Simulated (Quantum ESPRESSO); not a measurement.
WAu: phonons with PBE

Crystal: WAu.

```
W Au
1.0
     0.00000    2.74798    2.74798
     2.74798    0.00000    2.74798
     2.74798    2.74798    0.00000
W Au
1 1
Direct
  0.00000 0.00000 0.00000
  0.75000 0.75000 0.75000
```

The cell was built by a generator and needn't be a form met in nature.

| Quantity | Value |
| --- | --- |
| Program | Quantum ESPRESSO 7.5 |
| Task | phonons |
| Functional | PBE |
| Potentials or basis | PseudoDojo 0.4.1 SR PBE standard |
| Cutoff | 1034 eV |
| Density cutoff | 4136 eV |
| k mesh | 7 × 7 × 7 |
| Occupations | cold, width 0.2 eV |
| Spin | no spin polarisation |
| Target pressure | 10 GPa |
| Mixing beta | 0.5 |
| Most SCF iterations | 120 |
| SCF threshold | 4e-10 Ry |

- Relaxed volume: 23.00 Å³/atom
- Relaxed cell: a = 4.022 Å, b = 4.022 Å, c = 4.022 Å, α = 60.00°, β = 60.00°, γ = 60.00°
- Space group after relaxing (to 0.05 Å): F-43m (No. 216)
- Pressure after relaxing: 10.1 GPa
- Band gap on the k mesh: none (metal or under the smearing width)
- Highest phonon frequency at Γ: 211 cm⁻¹

Step by step:
```csv
step,energy change (eV),largest force (eV/Å),pressure (GPa),volume (Å³)
1,0.0000,0.0000,32.61,41.50
2,-0.5970,0.0000,8.25,46.47
3,-0.5748,0.0000,9.71,46.08
4,-0.5701,0.0000,10.00,46.00
5,-0.5701,0.0000,10.00,46.00
```

Final structure:
```yaml
crystal:
  lattice:
    - [0.00000, 2.84387, 2.84387]
    - [2.84387, 0.00000, 2.84387]
    - [2.84387, 2.84387, 0.00000]
  atoms:
    - { symbol: W, position: [0.00000, 0.00000, 0.00000] }
    - { symbol: Au, position: [0.75000, 0.75000, 0.75000] }
```

Levels at points of the mesh, in eV from the Fermi level:
| k point | band 15 | band 16 | band 17 | band 18 | band 19 | band 20 |
| --- | --- | --- | --- | --- | --- | --- |
| (0.00, 0.00, 0.00) | -0.80 | -0.80 | -0.80 | 1.73 | 1.73 | 8.68 |

Phonon frequencies in cm⁻¹ (negative: imaginary):
```csv
q point,frequencies
"(0.000, 0.000, 0.000)",-1 -1 -1 211 211 211
```

Optical modes at Γ, degenerate ones joined:
| cm⁻¹ | components | symmetry | active in |
| --- | --- | --- | --- |
| 211 | 3 | T2 | IR and Raman |

It took 30 min on 1 thread of AMD EPYC (Zen 3), on a shared host, peak memory 0.1 GiB.

Caveat: the mesh is thin for the phonons of a metal; the cell is more than 3 GPa from zero pressure, which shifts response properties. Spin-orbit coupling is left out, which matters for the levels of Au, W.
